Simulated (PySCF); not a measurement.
# Cl2CrH8O4 (cis-[CrCl2(H2O)4]+): the cost of one run

Computed with PySCF 2.14.0 and routines of our own; the level stands in each step. Atoms count from 0.

### 1 The starting structure

15 atoms, charge 1, states of the metal's open shell are computed; geometry from: model start, shaken.

### 2 Geometry optimisation at PBE0-D3(BJ)/def2-SVP

The job: settings as JSON, then the geometry in Å.

```
{"job": {"xc": "PBE0", "basis": "def2-SVP", "d3": "d3bj", "grid": 1, "maxiter": 45, "kind": "geom"}, "charge": 1, "metal": "Cr", "open_shell": "d3"}
Cr     0.000020     0.004480    -0.004110
Cl    -0.013360    -0.006820     2.310130
O      0.000900     0.020100    -1.982380
H      0.765690     0.007350    -2.544650
H     -0.773420    -0.013960    -2.550440
Cl     2.335430    -0.020160    -0.006860
O     -2.003520    -0.019340    -0.027630
H     -2.553530     0.755990     0.004070
H     -2.547650    -0.777800    -0.037750
O     -0.008080     1.974270     0.001700
H     -0.022950     2.542830     0.760320
H     -0.012130     2.565910    -0.787110
O     -0.000490    -1.961730    -0.008750
H     -0.001680    -2.548340     0.775960
H     -0.018380    -2.548860    -0.754620
```

Started as:

```
$ OMP_NUM_THREADS=1 python lf_run.py task.json out
```

This one command runs all jobs of the session in turn.

Q: Estimate the wall time and peak memory of this first job on 1 thread of Arm Neoverse V2, shared host.

About 9.7 min, with a peak of 0.77 GiB.
